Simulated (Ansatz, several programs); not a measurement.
CdTe (started from an entry of an open crystallographic database), relaxed with r2SCAN in Ansatz (plane waves, PAW): the symmetry is F-43m (No. 216, cubic); a = 6.560 Å in the conventional setting, 35.28 Å³ an atom. Around Cd lie 4 Te at 2.84 Å; around Te lie 4 Cd at 2.84 Å. The cell was then scaled with its shape and fractional coordinates held. Spin-unpolarised throughout; all numbers are computed.

```
V (Å³/atom)  E (meV/atom)
     33.167         17.55
     34.226          4.06
     35.284          0.00
     37.401         14.63
```

Problem. Pass a cubic E = c₀ + c₁u + c₂u² + c₃u³, with u = V − 35.020 Å³, through these points.

Solution. c₀ = 0.21, c₁ = -1.759, c₂ = 3.743, c₃ = -0.1935 (meV and Å³).

Problem. Where is the minimum, and what bulk modulus follows?

Solution. dE/du = 0 at u = +0.239, so V₀ = 35.26 Å³. B = V₀ d²E/dV² = 35.26 × (2c₂ + 6c₃u) = 35.26 × 7.209 = 254 meV/Å³, and 1 meV/Å³ is 0.16022 GPa: 41 GPa. A third-order Birch-Murnaghan fit to all five points gives 35.26 Å³ and 40 GPa.

Problem. Predict the energy and the pressure at the withheld volume, 36.343 Å³.

Solution. With u = +1.323: E ≈ 3.99 meV and P = −dE/dV ≈ -1.14 GPa. The run gives 3.94 meV and, from its stress, -1.14 GPa.
